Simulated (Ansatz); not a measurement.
# GeCl3: from a guess to a relaxed structure, part 2 of 2

Aim: relax a trial structure of GeCl3 and see where it ends.

Ansatz 0.2.0; DFT PBE, scalar-relativistic, plane waves, PAW.

## (4) Full relaxation

The end of the coarse run is made exact in the group found at a tolerance of 0.06 Å and reduced to its primitive cell.

Contents of input.yaml:

```yaml
crystal:
  lattice:
    - [-2.8934140381, 2.8934140381, 2.8934140381]
    - [2.8934140381, -2.8934140381, 2.8934140381]
    - [2.8934140381, 2.8934140381, -2.8934140381]
  atoms:
    - { symbol: Ge, position: [0.0, 0.0, 0.0] }
    - { symbol: Cl, position: [0.0, 0.5, 0.5] }
    - { symbol: Cl, position: [0.5, 0.0, 0.5] }
    - { symbol: Cl, position: [0.5, 0.5, 0.0] }
basis:
  ecutwfc: 420
kpoints:
  mp_grid: { grid: [12, 12, 12] }
hamiltonian:
  xc: pbe
scf:
  occupations: { method: gaussian, width: 0.1 }
output:
  forces: true
  stress: true
  eigenvalues: true
relax:
  adjacent_minimum: "off"
  f_tol: 0.01
  max_steps: 80
  cell: { stress_tol: 0.05 }
```

Run with:

```bash
$ ansatz run input.yaml --threads 1 --pin off --max-ram 2560MiB --backend cpu --events-out ev --progress --plain --runs-dir out
```

What it wrote, shortened:

```text
Warning: RAYON_NUM_THREADS=1 ignored (pool sized by the plan → 1); use --threads N
[...]
Pseudopotentials: kind: paw
Pseudopotential: Ge, paw, valence charge 14, recommended cutoff 420 eV (normal), Ge.paw.azcp
Pseudopotential: Cl, paw, valence charge 7, recommended cutoff 420 eV (normal), Cl.paw.azcp
Functional definition: PBE
[...]
Crystal: 4 atoms, lattice volume = 96.893 Å³
Basis set: ecut = 420 eV, 1865 PW (Γ), exchange–correlation on 72×72×72 points (8 copies of the dense FFT grid, shifted against one another)
Bands: 22, of which v1, the nominal top of the filled ones, is band 18 counted from 1 (17 counted from 0)
Symmetry: 48 space group operations
Space group: Im-3m (ITA 229), of the structure as read, at distance tolerance 4.6e-5 Å
k-points: 72 of 1728
[...]
SCF iter   1: F=—  HF=-7533.595489 eV  |F-HF|=—  |Δ(HF+E_count)|=         —  Δρ=2.45e-3  dr2=1.33e-2  ethr=1.77e-3  ⟨swp⟩=6.5  Hψ=7098  notcnv=0
[...]
       -0.018303       0.000000      -0.000000
       -0.000000      -0.018303       0.000000
       -0.000000      -0.000000      -0.018303
  P = ⅓ Tr σ = -0.0183 GPa (-0.183 kbar)
--- Band table (eV; the first three rows and the last of 72) ---
[... band rows left out ...]
[...]
--- Relaxed structure (2 steps of the walk, 2 accepted, 1 SCFs on fresh bases) ---
  F+E_penalty+E_count = -7533.58993009 eV   max|allowed force component| = 1.989e-29 eV/Å   (the final SCF, on the basis selected at the relaxed cell)
  cell:  # Å, volume = 97.3340 Å³
    - [-2.89779843125236, 2.89779843125236, 2.89779843125236]
    - [2.89779843125236, -2.89779843125236, 2.89779843125236]
    - [2.89779843125236, 2.89779843125236, -2.89779843125236]
  atoms:
    - { symbol: Ge, position: [2.82110775182043e-35, -8.771001673862597e-35, -4.6325102714224883e-35] }
    - { symbol: Cl, position: [6.4054547569884e-36, 0.49999999999999994, 0.49999999999999994] }
    - { symbol: Cl, position: [0.49999999999999994, 5.283983129024044e-35, 0.49999999999999994] }
    - { symbol: Cl, position: [0.49999999999999994, 0.49999999999999994, 2.3414998754198522e-35] }
```

Wall time 20 s (1 thread of Arm Neoverse V2, shared host); peak memory 0.43 GiB.

The steps of the relaxation:

| step | energy from step 1 (eV/cell) | largest force component (eV/Å) | pressure (GPa) | volume (Å³) |
| --- | --- | --- | --- | --- |
| 1 | 0.0000 | 0.0000 | 0.16 | 96.89 |
| 2 | -0.0002 | 0.0000 | -0.02 | 97.33 |
| 3 | -0.0002 | 0.0000 | -0.02 | 97.33 |

Step 1 is the start. Step 3 repeats the geometry before it on a plane-wave basis chosen anew for that cell, so its energy need not be comparable with the rows above.

Lengths and angles in the start's conventional setting:

|  | before | after | change |
| --- | --- | --- | --- |
| a (Å) | 5.787 | 5.796 | +0.2 % |
| b (Å) | 5.787 | 5.796 | +0.2 % |
| c (Å) | 5.787 | 5.796 | +0.2 % |
| volume (Å³/atom) | 24.22 | 24.33 | +0.5 % |
| shortest distance (Å) | 2.893 | 2.898 | +0.2 % |
| space group (0.01 Å) | Im-3m | Im-3m | same |

The run keeps the 48 symmetry operations of the start, so it could not have lowered the symmetry.

## (5) Changing settings: chi_scale 0.3

Contents of input.yaml:

```yaml
crystal:
  lattice:
    - [-2.8977984313, 2.8977984313, 2.8977984313]
    - [2.8977984313, -2.8977984313, 2.8977984313]
    - [2.8977984313, 2.8977984313, -2.8977984313]
  atoms:
    - { symbol: Ge, position: [0.0, 0.0, 0.0] }
    - { symbol: Cl, position: [0.0, 0.5, 0.5] }
    - { symbol: Cl, position: [0.5, 0.0, 0.5] }
    - { symbol: Cl, position: [0.5, 0.5, 0.0] }
basis:
  ecutwfc: 420
kpoints:
  mp_grid: { grid: [12, 12, 12] }
hamiltonian:
  xc: pbe
scf:
  occupations: { method: gaussian, width: 0.1 }
  initial_density: { chi_scale: 0.3 }
output:
  forces: true
  eigenvalues: true
  stress: true
```

Run with:

```bash
$ ansatz run input.yaml --threads 1 --pin off --max-ram 2560MiB --backend cpu --events-out ev --progress --plain --runs-dir out
```

What it wrote, shortened:

```text
Warning: RAYON_NUM_THREADS=1 ignored (pool sized by the plan → 1); use --threads N
[...]
[... 4 set-up lines as earlier in the session ...]
[...]
Crystal: 4 atoms, lattice volume = 97.334 Å³
Basis set: ecut = 420 eV, 1865 PW (Γ), exchange–correlation on 72×72×72 points (8 copies of the dense FFT grid, shifted against one another)
Bands: 22, of which v1, the nominal top of the filled ones, is band 18 counted from 1 (17 counted from 0)
[... 2 set-up lines as earlier in the session ...]
k-points: 72 of 1728
[...]
SCF iter   1: F=—  HF=-7556.418533 eV  |F-HF|=—  |Δ(HF+E_count)|=         —  Δρ=2.02e-1  dr2=1.11e2  ethr=3.10e-3  ⟨swp⟩=6.0  Hψ=7279  notcnv=0
[...]
SCF iter  10: F=-7533.589930 eV  HF=-7533.589930 eV  |F-HF|=3.44e-9  |Δ(HF+E_count)|=   7.09e-7  Δρ=2.53e-6  dr2=1.80e-8  ethr=2.86e-10  ⟨swp⟩=6.8  Hψ=8104  notcnv=0
[...]
SCF converged after 10 iterations
Free energy (F): -7533.589930 eV
[...]
E sigma→0 (E₀):  -7533.576063 eV
Entropy (-TS):   -0.027734 eV (-6.934 meV/atom)
Fermi energy:    4.246399 eV
[...]
--- Forces (eV/Å), atoms counted from 1 ---
  atom   1  Ge    -0.00000000     0.00000000     0.00000000
  atom   2  Cl    -0.00000000    -0.00000000     0.00000000
  atom   3  Cl     0.00000000    -0.00000000     0.00000000
  atom   4  Cl     0.00000000     0.00000000    -0.00000000
[...]
--- Stress (GPa, compression-positive) ---
       -0.018232      -0.000000       0.000000
       -0.000000      -0.018232      -0.000000
        0.000000      -0.000000      -0.018232
  P = ⅓ Tr σ = -0.0182 GPa (-0.182 kbar)
--- Band table (eV; the first three rows and the last of 72) ---
[... band rows left out ...]
[...]
```

Wall time 8.8 s (1 thread of Arm Neoverse V2, shared host); peak memory 0.4 GiB.

| run | ending | energy change | pressure (GPa) | gap (eV) | force (eV/Å) | cycles | time |
| --- | --- | --- | --- | --- | --- | --- | --- |
| step 4 | converged | 0 | 0.0 | 0.00 | 0.00 | - | 20 s |
| variant | converged | 0.0 meV/atom | 0.0 | 0.00 | 0.00 | 10 | 8.8 s |

With the changed start the energy agrees within 0.5 meV/atom.

## (6) What came out

What follows sums up all 2 parts. Changes of volume or cell count from the first structure of part 1.

```
                                                              quantity                                                                      value
                                symmetry at the end (tolerance 0.05 Å)                                                space group Im-3m (No. 229)
                                                     conventional cell  a = 5.796 Å, b = 5.796 Å, c = 5.796 Å, α = 90.00°, β = 90.00°, γ = 90.00°
                                                                volume                                                              24.33 Å³/atom
energy over the elements (uncorrected; H, N, O, F and Cl as molecules)                                                              -0.07 eV/atom
                                                       gap on the mesh                                                               none (metal)
```

What this shows: The space group Im-3m (No. 229) is kept, and the volume per atom shrinks by 23.5 % from the first guess. It lies below the elements, which doesn't yet make it stable: competing phases were not computed in this session. No finished test with a distortion of lower symmetry is shown, so the end may be a saddle point. The final runs have no spin polarisation, so no magnetic state was tried and one may lie lower.
